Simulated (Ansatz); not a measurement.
# CH6BNS: the cost of one run

Method: RKS PBE0/def2-SVP, in Ansatz 0.2.0.

## (1) The system as given

Bond lengths: C1–N2 1.415 Å, N2–B3 1.499 Å, B3–S4 1.946 Å, C1–H5 1.110 Å, C1–H6 1.160 Å, C1–H7 1.150 Å, N2–H8 1.020 Å, B3–H9 1.248 Å, S4–H10 1.383 Å. Angles: C1–N2–B3 108.5°, C1–N2–H8 107.9°, B3–N2–H8 105.5°, N2–C1–H5 116.3°, N2–C1–H6 109.8°, N2–C1–H7 111.8°, H5–C1–H6 106.0°, H5–C1–H7 109.0°, H6–C1–H7 103.1°, N2–B3–S4 123.7°, N2–B3–H9 120.0°, S4–B3–H9 116.1°, B3–S4–H10 89.8°.

As a file:

```xyz
10

C    -1.0259    0.4537   -0.4151
N    -0.7015   -0.3995    0.6657
B     0.7797   -0.3425    0.8903
S     2.0934   -0.9619   -0.4051
H    -0.6014    0.1778   -1.4031
H    -2.1766    0.4840   -0.5597
H    -0.7632    1.5502   -0.1869
H    -0.8975   -1.3579    0.3777
H     1.2300    0.0372    1.9907
H     2.1460    0.3077   -0.9516
```

## (2) Relaxing end A

input.yaml reads:

```yaml
crystal:
  periodic: [false, false, false]
  atoms:
    - { symbol: C, position_ang: [-1.0259, 0.4537, -0.4151] }
    - { symbol: "N", position_ang: [-0.7015, -0.3995, 0.6657] }
    - { symbol: B, position_ang: [0.7797, -0.3425, 0.8903] }
    - { symbol: S, position_ang: [2.0934, -0.9619, -0.4051] }
    - { symbol: H, position_ang: [-0.6014, 0.1778, -1.4031] }
    - { symbol: H, position_ang: [-2.1766, 0.484, -0.5597] }
    - { symbol: H, position_ang: [-0.7632, 1.5502, -0.1869] }
    - { symbol: H, position_ang: [-0.8975, -1.3579, 0.3777] }
    - { symbol: H, position_ang: [1.23, 0.0372, 1.9907] }
    - { symbol: H, position_ang: [2.146, 0.3077, -0.9516] }
basis:
  gaussian: { orbitals: def2-SVP }
hamiltonian:
  xc: pbe0
relax:
  f_tol: 0.015
  max_steps: 40
```

Command:

```console
> ansatz run input.yaml --threads 1 --pin off --max-ram 2048MiB --backend cpu --events-out ev --progress --plain --runs-dir out
```

What time and memory should one allow on 1 thread of Arm Neoverse V1, shared host?

About 75 s, with a peak of 0.17 GiB.
